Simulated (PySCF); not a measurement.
# RuNBr: triplet, from a bent start

The task is one start of a wider search on RuNBr: the triplet, from a bent start. It is relaxed, tested by its Hessian and followed downhill if it is a saddle.

Method: PBE0, basis Ru def2-TZVP with ECP28, N def2-TZVP, Br def2-TZVP, scalar-relativistic core potentials, no spin–orbit coupling, density fitting; program: PySCF 2.14.0.

### Step 1. The system as given

3 atoms, charge 0, spin multiplicity 3.

Bond lengths: Ru1–N2 1.740 Å, Ru1–Br3 2.390 Å. Angles: N2–Ru1–Br3 110.0°.

```xyz
3
charge 0 multiplicity 3
Ru    0.0000    0.0000    0.0000
N    -1.4253    0.0000    0.9980
Br    1.9578    0.0000    1.3708
```

### Step 2. The SCF at the typed geometry

One driver script runs all steps and calls PySCF; scf.py shows how it sets up the SCF of each step. The optimiser is the driver's own. After this first run the driver tries any further starts and a stability analysis.

Contents of scf.py:

```python
from pyscf import gto, scf, dft
mol = gto.M(atom='''
Ru     0.000000     0.000000     0.000000
N     -1.425300     0.000000     0.998000
Br     1.957800     0.000000     1.370800''',
    basis={'Ru': 'def2-TZVP', 'N': 'def2-TZVP', 'Br': 'def2-TZVP'},
    ecp={'Ru': 'def2-TZVP'},
    charge=0, spin=2)
mf = dft.UKS(mol, xc='PBE0')
mf.grids.atom_grid = (50, 194)
aux = {'Ru': 'def2-universal-JKFIT', 'N': 'def2-universal-JKFIT', 'Br': 'def2-universal-JKFIT'}
mf = mf.density_fit(auxbasis=aux)
mf.conv_tol = 1e-08
mf.diis_space = 10
mf.max_cycle = 60
mf.init_guess = 'minao'
mf.verbose = 4
mf.kernel()
```

Started as:

```
$ OMP_NUM_THREADS=4 python axn.py task.json out
```

Standard output:

```text
init E= -2714.4618809588
[... the frontier-level lines of each cycle are left out ...]
cycle= 1 E= -2722.23296976816  delta_E= -7.77  |g|= 1.69  |ddm|= 3.13
cycle= 2 E= -2712.71703566015  delta_E= 9.52  |g|= 3.51  |ddm|= 6.97
cycle= 3 E= -2722.17546413013  delta_E= -9.46  |g|= 1.62  |ddm|= 6.95
cycle= 4 E= -2722.93473917826  delta_E= -0.759  |g|= 0.964  |ddm|= 0.65
cycle= 5 E= -2723.20872268968  delta_E= -0.274  |g|= 0.586  |ddm|= 0.999
cycle= 6 E= -2723.38095124493  delta_E= -0.172  |g|= 0.241  |ddm|= 0.518
cycle= 7 E= -2723.38900006737  delta_E= -0.00805  |g|= 0.208  |ddm|= 0.136
cycle= 8 E= -2723.39668317318  delta_E= -0.00768  |g|= 0.157  |ddm|= 0.0814
cycle= 9 E= -2723.40311094323  delta_E= -0.00643  |g|= 0.099  |ddm|= 0.0644
cycle= 10 E= -2723.40638733817  delta_E= -0.00328  |g|= 0.0531  |ddm|= 0.0494
cycle= 11 E= -2723.40777559685  delta_E= -0.00139  |g|= 0.0124  |ddm|= 0.0425
cycle= 12 E= -2723.40799113555  delta_E= -0.000216  |g|= 0.00454  |ddm|= 0.0213
cycle= 13 E= -2723.40807797056  delta_E= -8.68e-05  |g|= 0.00316  |ddm|= 0.0134
cycle= 14 E= -2723.40815560104  delta_E= -7.76e-05  |g|= 0.0024  |ddm|= 0.015
cycle= 15 E= -2723.40823151251  delta_E= -7.59e-05  |g|= 0.00186  |ddm|= 0.0179
cycle= 16 E= -2723.40829306394  delta_E= -6.16e-05  |g|= 0.000992  |ddm|= 0.0265
cycle= 17 E= -2723.40829936655  delta_E= -6.3e-06  |g|= 0.00038  |ddm|= 0.00838
cycle= 18 E= -2723.40829988011  delta_E= -5.14e-07  |g|= 0.000245  |ddm|= 0.00151
cycle= 19 E= -2723.40830009102  delta_E= -2.11e-07  |g|= 0.000121  |ddm|= 0.000938
cycle= 20 E= -2723.40830017521  delta_E= -8.42e-08  |g|= 7.38e-05  |ddm|= 0.000927
cycle= 21 E= -2723.40830018702  delta_E= -1.18e-08  |g|= 3.03e-05  |ddm|= 0.000266
cycle= 22 E= -2723.40830018979  delta_E= -2.77e-09  |g|= 2.32e-05  |ddm|= 0.000103
Extra cycle  E= -2723.4083001872  delta_E= 2.59e-09  |g|= 9.36e-05  |ddm|= 6.31e-05
converged SCF energy = -2723.4083001872  <S^2> = 2.1184967  2S+1 = 3.0779842
```

This step, with its further starts and checks, took 19 s on 4 threads of Arm Neoverse V2, shared host.

Energies from each starting density:

| start | energy (Eh) |
| --- | --- |
| the minimal-basis guess | -2723.408300 |
| a thermally smeared density | -2723.408257 |
| a smeared PBE density | -2723.408300 |

The test of internal stability and the other starts found no lower solution of this spin.

### Step 3. Relaxation: bent start, triplet

The program finds Cs symmetry in the start, which this walk keeps.

scf.py: that of step 2 with these lines changed.

```diff
@@ -3,3 +3,3 @@
-Ru     0.000000     0.000000     0.000000
-N     -1.425300     0.000000     0.998000
-Br     1.957800     0.000000     1.370800''',
+Ru    -0.690605     0.000000    -0.627003
+N     -2.115905     0.000000     0.370997
+Br     1.267195     0.000000     0.743797''',
@@ -16 +15,0 @@
-mf.init_guess = 'minao'
```

Steps of the walk:

| step | energy (Eh) | change (kJ/mol) | largest symmetric gradient (Eh/bohr) |
| --- | --- | --- | --- |
| 0 | -2723.408300 | 0.00 | 0.08466 |
| 1 | -2723.429218 | -54.92 | 0.00983 |
| 2 | -2723.430677 | -58.75 | 0.00575 |
| 3 | -2723.431657 | -61.32 | 0.00833 |
| 4 | -2723.431751 | -61.57 | 0.00257 |
| 5 | -2723.431763 | -61.60 | 0.00029 |
| 6 | -2723.431762 | -61.60 | 0.00007 |

The walk took 19 s.

Geometry (Å) and forces (eV/Å) at some steps:

```
step 0
Ru  -0.691   0.000  -0.627  -4.059   0.000   4.127
N   -2.116   0.000   0.371   4.354   0.000  -3.546
Br   1.267   0.000   0.744  -0.295   0.000  -0.582
step 1
Ru  -0.733   0.000  -0.541   0.255   0.000   0.506
N   -2.074   0.000   0.309  -0.305   0.000  -0.243
Br   1.268   0.000   0.720   0.050   0.000  -0.263
step 3
Ru  -0.722   0.000  -0.427  -0.427   0.000   0.179
N   -2.177   0.000   0.232   0.346   0.000  -0.201
Br   1.360   0.000   0.683   0.080   0.000   0.021
step 6
Ru  -0.727   0.000  -0.412  -0.002   0.000  -0.002
N   -2.187   0.000   0.220   0.001   0.000  -0.004
Br   1.374   0.000   0.680   0.002   0.000   0.005
```

After 6 steps and 61.6 kJ/mol it ends at Cs: Ru–Br 2.368 Å, Ru–N 1.590 Å; Br–Ru–N 129.1°.

### Step 4. Hessian and properties

The point is checked on the finer grid, and tightened if its gradient asks for it. The Hessian and the dipole derivatives come from central differences of analytic gradients, with steps of 0.02 bohr.

scf.py: that of step 3 with these lines changed.

```diff
@@ -3,3 +3,3 @@
-Ru    -0.690605     0.000000    -0.627003
-N     -2.115905     0.000000     0.370997
-Br     1.267195     0.000000     0.743797''',
+Ru    -0.746472     0.000000    -0.487545
+N     -2.205745     0.000000     0.144579
+Br     1.355274     0.000000     0.603895''',
@@ -10 +10 @@
-mf.grids.atom_grid = (50, 194)
+mf.grids.atom_grid = (75, 302)
@@ -13 +13 @@
-mf.conv_tol = 1e-08
+mf.conv_tol = 1e-10
```

The driver hands on the density of the step before, so the log starts near convergence.

Log of the central SCF (cycles and frontier levels):

```text
init E= -2723.43168068058
[... the frontier-level lines of each cycle are left out ...]
cycle= 1 E= -2723.43168068044  delta_E= 1.4e-10  |g|= 1.94e-05  |ddm|= 1.27e-05
cycle= 2 E= -2723.43168067804  delta_E= 2.4e-09  |g|= 8.24e-05  |ddm|= 4.7e-05
cycle= 3 E= -2723.43168068058  delta_E= -2.54e-09  |g|= 4e-06  |ddm|= 3.71e-05
cycle= 4 E= -2723.43168068059  delta_E= -7.73e-12  |g|= 4.99e-07  |ddm|= 3.72e-06
Extra cycle  E= -2723.4316806806  delta_E= -1.18e-11  |g|= 4.8e-07  |ddm|= 1.64e-06
converged SCF energy = -2723.4316806806  <S^2> = 2.0222634  2S+1 = 3.0148057
```

The whole step took 55 s.

Geometry: Cs; Ru–Br 2.368 Å, Ru–N 1.590 Å; Br–Ru–N 129.1°.

Modes, for the most abundant isotopes:

```tsv
symmetry	ω (cm⁻¹)	IR (km/mol)	μ (u)	type
a'	144	3.4	18.14	bend
a'	289	24.6	74.54	stretch
a'	1147	81.3	15.61	stretch
```

Every mode is real; the point is a minimum.

Properties at this point:

| Quantity | Value |
| --- | --- |
| Dipole moment | 1.62 D |
| Highest occupied level | -6.65 eV |
| Lowest empty level | -4.03 eV |
| Rotational constants | 1.05, 0.05489, 0.05216 cm⁻¹ |
| Zero-point energy | 9.5 kJ/mol |
| Principal polarisabilities | 44.4, 53.1, 87.5 bohr³ |
| Atomisation energy without zero-point energy | 739 kJ/mol |
| Principal traceless quadrupole moments about the centre of mass | -4.20, 1.71, 2.49 D Å |
| Entropy at 298.15 K and 1 bar (electronic part: spin only) | 309.5 J/(mol K) |
| Heat capacity Cp at 298.15 K | 49.3 J/(mol K) |
| Enthalpy at 298.15 K above 0 K | 12.83 kJ/mol |
| Rotational symmetry number | 1 |
| Spin squared ⟨S²⟩ | 2.022 |

Populations by atom (charges in e):

```csv
atom,Mulliken,Löwdin,polar tensor,spin (Mulliken),Mayer order to Ru1
Ru1,0.79,0.18,0.89,1.85,–
N2,-0.41,-0.18,-0.43,0.11,2.69
Br3,-0.38,0.00,-0.46,0.04,0.98
```

Outer orbital energies (eV). α occupied: -11.86, -11.78, -10.29, -10.25, -8.97, -8.42, -8.21, -6.65; empty: -3.48, -2.63, -0.77, 0.34. β occupied: -21.28, -11.63, -11.42, -11.41, -9.87, -8.88, -8.72, -7.77; empty: -4.03, -3.24, -3.03, -2.13.

Mulliken populations on Ru1 (outside its core potential): s 2.58, p 6.20, d 6.41, f 0.02.

### Step 5. Results

| quantity | value |
| --- | --- |
| minimum | triplet, Cs |
| geometry | Ru–Br 2.368 Å, Ru–N 1.590 Å; Br–Ru–N 129.1° |
| wavenumbers (cm⁻¹) | 144 (a'), 289 (a'), 1147 (a') |
| dipole moment | 1.62 D |
| highest occupied, lowest empty level (either spin) | -6.65, -4.03 eV |
| polar-tensor charge of Ru1 | +0.89 e |
| zero-point energy | 9.5 kJ/mol |
| entropy at 298.15 K | 309.5 J/(mol K) |
| atomisation energy (no zero-point energy) | 739 kJ/mol |
| ⟨S²⟩ | 2.022 |

In words: The molecule stays Cs, as typed, and the end point is a minimum. The strongest infrared band lies at 1147 cm⁻¹ (a', stretch). Most of the spin sits on Ru1 (Mulliken spin 1.85, against 2 for the whole molecule). Other starts or spin states, not run here, may lie lower. One determinant may miss the lowest occupation of an open d or f shell.

The search up to here took 93 s.
